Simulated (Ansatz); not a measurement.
# ScSbTe4: the cost of one run

Computed with Ansatz 0.2.0 (DFT PBE, scalar-relativistic, plane waves, PAW, unless a step's input says otherwise).

### Step 1. The structure to begin with

It takes space group P4/mmm (No. 123, tetragonal). Conventional cell: a = 4.769 Å, b = 4.769 Å, c = 6.864 Å, α = 90.00°, β = 90.00°, γ = 90.00°. Sc (site symmetry 4/mmm) has 8 Te at 2.87 Å as nearest neighbours. Around Sb (site symmetry 4/mmm) lie 8 Te at 3.01 Å. Te (site symmetry 2mm) is surrounded by 2 Sc at 2.87 Å and 2 Sb at 3.01 Å and 1 Te at 3.19 Å.

Coordinates:

```xyz
6
Lattice="4.7693 0.0000 0.0000 0.0000 4.7693 0.0000 0.0000 0.0000 6.8635" Properties=species:S:1:pos:R:3 pbc="T T T"
Sc    2.3847    2.3847    3.4318
Sb    0.0000    0.0000    0.0000
Te    2.3847    0.0000    5.0292
Te    0.0000    2.3847    1.8343
Te    2.3847    0.0000    1.8343
Te    0.0000    2.3847    5.0292
```

A structure generator made this guess: species swapped into a database cell of NaHoF4 (P4/mmm, No. 123), with Sb on the Na sites, Sc on the Ho sites and Te on the F sites. Lengths come from tabulated atomic sizes and are only a guess.

### Step 2. The guess as it stands, on a coarse mesh

input.yaml reads:

```yaml
crystal:
  lattice:
    - [4.76931841, 0.0, 0.0]
    - [0.0, 4.76931841, 0.0]
    - [0.0, 0.0, 6.86354602]
  atoms:
    - { symbol: Sc, position: [0.5, 0.5, 0.5] }
    - { symbol: Sb, position: [0.0, 0.0, 0.0] }
    - { symbol: Te, position: [0.5, 0.0, 0.73274684] }
    - { symbol: Te, position: [0.0, 0.5, 0.26725316] }
    - { symbol: Te, position: [0.5, 0.0, 0.26725316] }
    - { symbol: Te, position: [0.0, 0.5, 0.73274684] }
basis:
  ecutwfc: 420
kpoints:
  mp_grid: { grid: [4, 4, 4] }
hamiltonian:
  xc: pbe
scf:
  occupations: { method: gaussian, width: 0.1 }
  lower_state_search: "off"
output:
  forces: true
  stress: true
  eigenvalues: true
```

Started as:

```sh
$ ansatz run input.yaml --threads 1 --pin off --max-ram 2560MiB --backend cpu --events-out ev --progress --plain --runs-dir out
```

Q: Estimate wall time and peak memory on 1 thread of Intel Xeon at 2.50GHz (Skylake/Cascade Lake), shared host.

About 19 s, with a peak of 0.48 GiB.
